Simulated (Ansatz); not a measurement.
## C₃H₇FOSi, SMILES CO[C@@H]1[SiH2][C@@H]1F: a single point in a Gaussian basis

Computed with the Python package of Ansatz (0.2.0).

The script, `energy.py`:
```python
"""Single point of C3H7FOSi."""

from pathlib import Path
import argparse

import ansatz

parser = argparse.ArgumentParser(description="Single point of C3H7FOSi.")
parser.add_argument("--basis-set", default="6-31G*", help="basis")
parser.add_argument("--xc", default="lc_wpbe", help="exchange-correlation functional")
args = parser.parse_args()

geometry_ang = [
    ("C", (2.03, -0.0427, -0.0495)),
    ("O", (0.8454, -0.7668, -0.2823)),
    ("C", (-0.2001, 0.1506, -0.5048)),
    ("Si", (-1.2526, 0.4924, 1.0352)),
    ("C", (-1.5314, -0.5034, -0.5473)),
    ("F", (-1.5065, -1.8714, -0.3371)),
    ("H", (2.3239, 0.5429, -0.9492)),
    ("H", (2.8473, -0.7611, 0.1658)),
    ("H", (1.9286, 0.6271, 0.8341)),
    ("H", (-0.0577, 0.9441, -1.2728)),
    ("H", (-2.0924, 1.6989, 1.0131)),
    ("H", (-1.0789, -0.4205, 2.1748)),
    ("H", (-2.2557, -0.09, -1.2799)),
]
geometry = ansatz.Crystal.molecule()
for symbol, xyz in geometry_ang:
    geometry = geometry.atom(symbol, xyz)

calc = geometry.calculation()
calc = calc.basis(gaussian=args.basis_set).functional(args.xc)
calc = calc.orbitals()
out = calc.run(runs_dir="out")
data = out.report

for key in ("converged", "free_energy_ev", "reference_energy_ev", "n_frozen", "n_occupied", "n_virtual"):
    print(f"{key:22s} {data[key]}")

lines = Path(data["orbitals_path"]).read_text().splitlines()
field_of = lambda key: [line.split("=")[1].strip() for line in lines if line.startswith(key)]
orbitals = [(27.211386 * float(e), s, float(n)) for e, s, n in zip(field_of("Ene="), field_of("Spin="), field_of("Occup="))]
homo = max(e for e, _, n in orbitals if n > 0.5)
lumo = min(e for e, _, n in orbitals if n < 0.5)
for e, spin, n in sorted(orbitals):
    if homo - 6 < e < lumo + 5:
        print(f"{spin:6s} {e:10.3f} eV  occupation {n:.0f}")
```

Running `python energy.py` prints:
```text
converged              True
free_energy_ev         -15856.014746374154
reference_energy_ev    -15856.014746374154
n_frozen               0
n_occupied             [28, 28]
n_virtual              [80, 80]
Alpha     -14.328 eV  occupation 2
Alpha     -13.404 eV  occupation 2
Alpha     -13.208 eV  occupation 2
Alpha     -12.327 eV  occupation 2
Alpha     -11.673 eV  occupation 2
Alpha     -10.141 eV  occupation 2
Alpha      -8.640 eV  occupation 2
Alpha       2.206 eV  occupation 0
Alpha       3.441 eV  occupation 0
Alpha       3.775 eV  occupation 0
Alpha       5.249 eV  occupation 0
Alpha       5.545 eV  occupation 0
Alpha       6.028 eV  occupation 0
Alpha       6.961 eV  occupation 0
Alpha       6.979 eV  occupation 0
```

Total energies depend on the basis set; only differences at equal settings carry meaning. The geometry is a force-field or estimated start, not a minimum of this method, and the basis set is short of its limit. Alpha marks a spatial orbital of a restricted run, filled by both spins. Levels such as HOMO and LUMO are orbital energies: with these approximate functionals they aren't the ionisation energy and electron affinity, and their gap isn't the fundamental gap. Timing: 3.9 s on 1 thread of Arm Neoverse V2 (shared host), peak memory 0.26 GiB.

(A comment or docstring line of the script was reworded after the run, the code is as it ran; lines on the test bed's own set-up are left out of the output.)
